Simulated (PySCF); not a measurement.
# C5H9N3Si: the cost of one run

Programs: PySCF 2.14.0, with routines of our own; each step states its level. All values are computed. Atoms count from 0.

### 1 The starting structure

18 atoms, charge 0, multiplicity 1; geometry from: GFN2-xTB.

### 2 Magnetic properties: GIAO PBE0/pcSseg-1

Job settings and geometry (Å):

```
{"job": {"kind": "mag", "xc": "PBE0", "basis": "pcSseg-1", "isotopologues": 0}, "charge": 0, "multiplicity": 1}
C      2.802025     0.905891    -0.920673
N      1.743374     0.977987    -0.255642
C      1.589547     0.249437     0.955996
Si     0.350096    -1.178642     0.655567
N     -1.187999    -0.493034     0.194617
C     -1.428283     0.693645    -0.463052
C     -2.769829     0.768927    -0.659030
N     -3.377543    -0.341340    -0.143357
C     -2.422295    -1.061660     0.348036
H      3.681276     0.325212    -0.618724
H      2.865661     1.454428    -1.848205
H      2.538671    -0.156247     1.336481
H      1.177483     0.931201     1.703153
H      0.122998    -1.912805     1.901045
H      0.826894    -2.037433    -0.432660
H     -0.622190     1.349386    -0.718232
H     -3.347158     1.539020    -1.129841
H     -2.551487    -2.007655     0.833582
```

With the program's defaults for keys left out, this is: GIAO PBE0/pcSseg-1 magnetisability, rotational g tensor and spin-rotation constants, non-relativistic, gas phase.

Run with:

```console
$ OMP_NUM_THREADS=1 python excited_run.py task.json out
```

This one command runs all jobs of the session in turn.

**Question.** How long does this first job take on 1 thread of Arm Neoverse V1, shared host, and how much memory does it need?

About 54 s, with a peak of 0.99 GiB.
